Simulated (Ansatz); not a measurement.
Set up this calculation in Ansatz 0.2.0, as the native input.

- Task: work function
- Functional: PBEsol
- Potentials or basis: all-electron LAPW, scalar-relativistic
- Cutoff: 337 eV (chosen from the basis error)
- Basis error allowed: 0.002 eV/atom
- k mesh: 11 × 11 × 1
- Occupations: fermi-dirac, width 0.05 eV
- Spin: no spin polarisation
- Boundary across the vacuum: open (a slab, not repeated across the vacuum)

The system is Ir, a sheet with vacuum.

```
CELL_PARAMETERS angstrom
2.45184 0.00000 0.00000
0.00000 2.45184 0.00000
0.00000 0.00000 23.80000
ATOMIC_POSITIONS crystal
Ir 0.00000 0.00000 0.29412
```

The cell was built by a generator and needn't be a form met in nature.

These files were run (other wordings do the same):

input.yaml

```yaml
crystal:
  lattice:
    - [2.45184, 0.0, 0.0]
    - [0.0, 2.45184, 0.0]
    - [0.0, 0.0, 23.8]
  atoms:
    - { symbol: Ir, position: [0.0, 0.0, 0.29412] }
  periodic: [true, true, false]
kpoints:
  mp_grid: { grid: [11, 11, 1] }
scf:
  occupations: { method: fermi_dirac, width: 0.05 }
hamiltonian:
  xc: pbesol
  pseudopotentials: { kind: all_electron, lapw: { basis_error: 0.002 } }
output:
  forces: true
  stress: true
  eigenvalues: true
```

Potentials or basis: all-electron LAPW, scalar-relativistic.

Run with:

```bash
$ ansatz run input.yaml --threads 2 --pin off --max-ram 8192MiB --backend cpu --events-out ev --progress --plain --runs-dir out
```

It gave:

- Band gap on the k mesh: none (metal or under the smearing width)
- Work function: 6.18 eV

Wall time 8.6 s on 2 threads of Arm Neoverse V2, with other jobs on the host, peak memory 0.49 GiB.
